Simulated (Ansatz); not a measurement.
# Mo2C: the cost of one run

Method: DFT PBEsol, scalar-relativistic, plane waves, PAW, in Ansatz 0.2.0.

## (1) The structure to begin with

It takes space group P-3m1 (No. 164, trigonal). The conventional cell has a = 3.056 Å, b = 3.056 Å, c = 4.639 Å, α = 90.00°, β = 90.00°, γ = 120.00°. Mo (site symmetry 3m) is surrounded by 3 C at 2.11 Å. Around C (site symmetry -3m) lie 6 Mo at 2.11 Å.

As a file:

```
Mo C
1.0
     3.05605    0.00000    0.00000
    -1.52802    2.64662    0.00000
     0.00000    0.00000    4.63896
Mo C
2 1
Direct
  0.33333 0.66667 0.24977
  0.66667 0.33333 0.75023
  0.00000 0.00000 0.50000
```

The structure comes from the Materials Project (structure only).

## (2) A distortion that keeps the symmetry

What differs from the listed cell: strain xx, yy, zz, yz, xz, xy = -1.2, -1.2, +0.3, +0.0, +0.0, +0.0 %; atoms moved by 0.03 Å root mean square, at most 0.04 Å.

Input file input.yaml:

```yaml
crystal:
  lattice:
    - [3.0200799966, 0.0, 0.0]
    - [-1.5100399983, 2.6154659985, 0.0]
    - [0.0, 0.0, 4.6539406806]
  atoms:
    - { symbol: Mo, position: [0.33333333, 0.66666667, 0.2576888197] }
    - { symbol: Mo, position: [0.66666667, 0.33333333, 0.7423111803] }
    - { symbol: C, position: [0.0, 0.0, 0.5] }
basis:
  ecutwfc: 420
kpoints:
  mp_grid: { grid: [15, 15, 10] }
hamiltonian:
  xc: pbesol
scf:
  occupations: { method: gaussian, width: 0.1 }
output:
  forces: true
  stress: true
  eigenvalues: true
  populations: true
```

On the command line:

```console
> ansatz run input.yaml --threads 1 --pin off --max-ram 1331MiB --backend cpu --events-out ev --progress --plain --runs-dir out
```

**Question.** How long does this run take on 1 thread of an Arm CPU, shared host, and how much memory does it need?

About 13 s, with a peak of 0.4 GiB.
